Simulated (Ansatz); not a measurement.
The same calculation of BaLiF3, space group Pm-3m as a Python script and as an input file (Ansatz 0.2.0, Python API).

`report_balif3.py`
```python
"""Electronic structure of BaLiF3, looked at from several sides."""

from pathlib import Path
import logging
import sys

import ansatz
import numpy as np
import pandas as pd
from pymatgen.core import Lattice, Structure
from pymatgen.core import Structure
from pymatgen.io.ase import AseAtomsAdaptor
from pymatgen.symmetry.analyzer import SpacegroupAnalyzer

logging.basicConfig(stream=sys.stdout, format="[%(levelname)s] %(message)s")
log = logging.getLogger("run")
log.setLevel(logging.INFO)

pmg_structure = Structure(
    Lattice([(3.988582, 0.0, 0.0), (0.0, 3.988582, 0.0), (0.0, 0.0, 3.988582)]),
    ["Ba", "Li", "F", "F", "F"],
    [
        (0.0, 0.0, 0.0),
        (0.5, 0.5, 0.5),
        (0.0, 0.5, 0.5),
        (0.5, 0.5, 0.0),
        (0.5, 0.0, 0.5),
    ],
)
balif3 = ansatz.Crystal.from_ase(AseAtomsAdaptor.get_atoms(pmg_structure))

calculation = (
    balif3.calculation()
    .occupations("fixed")
    .functional("pbesol")
    .basis(550)
    .kpoints(4)
    .band_densities([("v1", "v1"), ("c1", "c1")])
    .band_table()
    .density()
    .potential()
    .output_files(volumetric_format=["xsf", "npy"])
    .bader_charges()
)
result = calculation.run(threads=1)
data = result.report

energy = data["free_energy_ev"]
log.info("BaLiF3: {:.6f} eV = {:.6f} Ry = {:.6f} Ha".format(energy, energy / 13.605693, energy / 27.211386))
log.info("Fermi level {:.4f} eV, {} k-points, {} symmetry operations".format(data["fermi_energy_ev"], data["n_kpoints"], data["n_symmetry_ops"]))

# how spread out the top filled and lowest empty bands are
for name, window in zip(("top filled band", "lowest empty band"), result.band_densities().windows):
    field = window.outcome.density.channels[0].density_e_per_ang3
    ratio = field.mean() ** 2 / np.mean(field ** 2)
    log.info(f"{name}: band {window.window.first}, participation ratio {ratio:.3f} of the cell")

# direct or indirect, as far as the mesh can tell
levels = np.array(data["eigenvalues_ev"])
filled = round(data["n_electrons"] / 2)
top, bottom = levels[:, filled - 1], levels[:, filled]
print("top of band", filled, "at k =", data["kpoints_frac"][top.argmax()], f"{top.max():.4f} eV")
print("bottom of band", filled + 1, "at k =", data["kpoints_frac"][bottom.argmin()], f"{bottom.min():.4f} eV")
log.info(f"gap by band count {bottom.min() - top.max():.3f} eV, least direct gap {(bottom - top).min():.3f} eV")

folder = Path(result.write_results("volumes"))
print(sorted(path.name for path in folder.iterdir()))
head = (folder / "rho.xsf").read_text().split("BEGIN_BLOCK")[0]
print(head)

final = Structure(result.lattice.cell_ang, [s.symbol for s in result.lattice.sites], [s.position_frac for s in result.lattice.sites])
analyser = SpacegroupAnalyzer(final, symprec=0.01)
standard = analyser.get_conventional_standard_structure()
print(analyser.get_crystal_system(), analyser.get_space_group_symbol(), len(standard), "atoms in the conventional cell")
print("a b c (A):", [round(x, 4) for x in standard.lattice.abc], " angles:", [round(x, 2) for x in standard.lattice.angles])
log.info(f"mass density {float(final.density):.3f} g/cm^3")

basins = result.bader_charges()
frame = pd.DataFrame([(a.symbol, a.partial_charge_e, a.basin.volume_ang3) for a in basins.atoms], columns=["atom", "charge (e)", "volume (A^3)"])
print(frame.round(3).to_string())
print("sum of charges", round(frame["charge (e)"].sum(), 4), " sum of volumes", round(frame["volume (A^3)"].sum(), 3))
```

Output of `python report_balif3.py`:
```text
[INFO] BaLiF3: -8476.177122 eV = -622.987533 Ry = -311.493767 Ha
[INFO] Fermi level 4.7948 eV, 10 k-points, 48 symmetry operations
[INFO] top filled band: band 17, participation ratio 0.082 of the cell
[INFO] lowest empty band: band 18, participation ratio 0.513 of the cell
top of band 17 at k = [0.0, 0.0, 0.0] 4.7948 eV
bottom of band 18 at k = [0.0, 0.0, 0.0] 11.3780 eV
[INFO] gap by band count 6.583 eV, least direct gap 6.583 eV
['bader_charges.tsv', 'band_densities.tsv', 'bands_c1_c1.rho.npy', 'bands_c1_c1.rho.xsf', 'bands_c1_c1.rho_filtered.npy', 'bands_c1_c1.rho_filtered.xsf', 'bands_c1_c1.rho_soft.npy', 'bands_c1_c1.rho_soft.xsf', 'bands_v1_v1.rho.npy', 'bands_v1_v1.rho.xsf', 'bands_v1_v1.rho_filtered.npy', 'bands_v1_v1.rho_filtered.xsf', 'bands_v1_v1.rho_soft.npy', 'bands_v1_v1.rho_soft.xsf', 'fields.json', 'rho.npy', 'rho.xsf', 'rho_z.tsv', 'v_es.npy', 'v_es.xsf', 'v_tot.npy', 'v_tot.xsf', 'v_z.tsv']
CRYSTAL
PRIMVEC
    3.988582    0.000000    0.000000
    0.000000    3.988582    0.000000
    0.000000    0.000000    3.988582
PRIMCOORD
    5    1
   56    0.000000    0.000000    0.000000
    3    1.994291    1.994291    1.994291
    9    0.000000    1.994291    1.994291
    9    1.994291    1.994291    0.000000
    9    1.994291    0.000000    1.994291

cubic Pm-3m 5 atoms in the conventional cell
a b c (A): [3.9886, 3.9886, 3.9886]  angles: [90.0, 90.0, 90.0]
[INFO] mass density 5.267 g/cm^3
  atom  charge (e)  volume (A^3)
0   Ba       1.665        21.718
1   Li       0.899         2.784
2    F      -0.855        12.984
3    F      -0.855        12.984
4    F      -0.855        12.984
sum of charges -0.0  sum of volumes 63.453
```

`input.yaml`:
```yaml
crystal:
  lattice:
    - [3.988582, 0.0, 0.0]
    - [0.0, 3.988582, 0.0]
    - [0.0, 0.0, 3.988582]
  atoms:
    - { symbol: Ba, position: [0.0, 0.0, 0.0] }
    - { symbol: Li, position: [0.5, 0.5, 0.5] }
    - { symbol: F, position: [0.0, 0.5, 0.5] }
    - { symbol: F, position: [0.5, 0.5, 0.0] }
    - { symbol: F, position: [0.5, 0.0, 0.5] }
basis:
  ecutwfc: 550.0
kpoints:
  mp_grid:
    grid: [4, 4, 4]
hamiltonian:
  xc: pbesol
scf:
  occupations:
    method: fixed
output:
  write_density: true
  write_potential: true
  volumetric_format: [xsf, npy]
  band_densities:
    - { bands: [v1, v1] }
    - { bands: [c1, c1] }
  bader: true
  eigenvalues: true
```

Absolute energies stand on the zero of these potentials, so only differences at equal settings mean something. A total without «per atom» is that of the cell as typed. Semilocal gaps usually lie well under measured ones. Under fixed occupations the level called the Fermi level is the highest filled one on the SCF mesh; off the mesh a filled band can lie a little above it. Only differences from the Fermi energy are physical; the zero of the scale is a convention. Bader volumes count only the part of each basin above a small density, so their sum can fall short of the cell. Grid values close to the nuclei reflect the PAW or pseudopotential construction, not the all-electron fields. This cell is a computed structure, which may not be the phase found in nature. Levels are Kohn-Sham eigenvalues on this mesh, without spin-orbit coupling. The whole script took 27 s on 1 thread of Arm Neoverse V1, on a shared host, peak memory 0.48 GiB.
